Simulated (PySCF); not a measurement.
# C12H10Se: the cost of one run

Programs: PySCF 2.14.0, with routines of our own; each step states its level. All values are computed. Atoms count from 0.

### Step 1. The starting structure

23 atoms, charge 0, multiplicity 1; geometry from: GFN2-xTB.

### Step 2. NMR shieldings: PBE/pcSseg-1 Se:us-x2c-TZVPall-2c, spin–orbit

What the job is given:

```
{"job": {"kind": "hnmr", "xc": "PBE", "basis": {"default": "pcSseg-1", "Se": "us-x2c-TZVPall-2c"}, "rel": "so"}, "charge": 0, "multiplicity": 1}
C     -3.631337     0.351174    -0.885130
C     -2.364900     0.887488    -1.041823
C     -1.280486     0.331706    -0.386257
C     -1.467454    -0.776595     0.425424
Se    -0.034107    -1.606702     1.402665
C      1.470217    -0.576921     0.754891
C      2.096753     0.320822     1.605053
C      3.177748     1.054977     1.148692
C      3.630239     0.889993    -0.149608
C      3.006047    -0.015210    -0.993118
C      1.928338    -0.756150    -0.542299
C     -2.737473    -1.319774     0.584980
C     -3.814332    -0.753382    -0.068520
H     -4.474078     0.792576    -1.395540
H     -2.216317     1.749108    -1.676422
H     -0.296336     0.761754    -0.506859
H      1.735165     0.443321     2.615864
H      3.665194     1.758300     1.808091
H      4.472446     1.465339    -0.504944
H      3.363851    -0.149361    -2.003527
H      1.437951    -1.467420    -1.191990
H     -2.871802    -2.182233     1.224163
H     -4.800077    -1.175826     0.059232
```

Level: PBE/pcSseg-1 Se:us-x2c-TZVPall-2c GIAO NMR shielding, X2C with spin-orbit coupling, screened-nuclear two-electron part, Gaussian nuclei, gas phase.

On the command line:

```console
> OMP_NUM_THREADS=1 python heavy_run.py task.json out
```

This one command runs all jobs of the session in turn.

**Question.** How long does this first job take on 1 thread of Arm Neoverse N1, shared host, and how much memory does it need?

About 6.9 min, with a peak of 1.9 GiB.
